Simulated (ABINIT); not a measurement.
Wanted: the native input for an ABINIT 10.8.3 (patched build) run.

```yaml
Task: equation of state
Functional: PBE
Potentials_or_basis: JTH PAW PBE v2.0
Cutoff: 626 eV
k_mesh: 6 × 6 × 6
Occupations: fermi-dirac, width 0.05 eV
Spin: collinear spin, ferromagnetic start
Starting_moments: "[7.0, 0.0] μB"
Fine-grid_cutoff: 1224.51 eV
```

The system is GdO.

```xyz
2
Lattice="0.0000 2.7000 2.7000 2.7000 0.0000 2.7000 2.7000 2.7000 0.0000" Properties=species:S:1:pos:R:3 pbc="T T T"
Gd    0.0000    0.0000    0.0000
O     4.0500    4.0500    4.0500
```

One way to write it, as run:

run.abi

```
# Datasets: one volume each
ndtset 7
getwfk -1
scalecart1 3*0.9795861087
scalecart2 3*0.9864848297
scalecart3 3*0.9932883884
scalecart4 3*1.0000000000
scalecart5 3*1.0066227096
scalecart6 3*1.0131594038
scalecart7 3*1.0196128224

# Pseudopotentials
pp_dirpath "./"
pseudos "Gd.GGA_PBE-JTH.xml, O.GGA_PBE-JTH.xml"

# Structure
acell 3*1.0 Angstrom
rprim
     0.0000000000     2.7000000000     2.7000000000
     2.7000000000     0.0000000000     2.7000000000
     2.7000000000     2.7000000000     0.0000000000
ntypat 2
znucl 64 8
natom 2
typat 1 2
xred
     0.0000000000     0.0000000000     0.0000000000
     0.7500000000     0.7500000000     0.7500000000

# Plane-wave basis
ecut 23.0
pawecutdg 45.0
pawxcdev 0

# k points
kptopt 1
ngkpt 6 6 6
nshiftk 1
shiftk 0.0 0.0 0.0

# Exchange and correlation
ixc 11

# Bands and occupations
nband 21
occopt 3
tsmear 0.00183747

# Spin
nsppol 2
spinat
     0.0000000000     0.0000000000     7.0000000000
     0.0000000000     0.0000000000     0.0000000000

# SCF cycle
nstep 100
tolvrs 1.0e-9

# Output
iomode 3
prtwf 1
prtden 0
prteig 0
prtebands 0
prtvol 2
```

Potentials or basis: JTH PAW PBE v2.0.

Run with:

```sh
$ abinit run.abi > log 2>&1
```

Results of the run:

```yaml
Equilibrium_volume: 18.71 Å³/atom
Bulk_modulus: 90 GPa
Pressure_derivative_of_the_bulk_modulus: "4.5 (rough: it moves with the points fitted)"
```

Caveat: pressures at fixed basis lie under the slope of the energies; without U or exact exchange the open f shell lies at the Fermi level, which spoils levels, moments and volumes.

It took 14 min on 1 thread of Arm Neoverse V1 (shared host), peak memory 0.22 GiB.
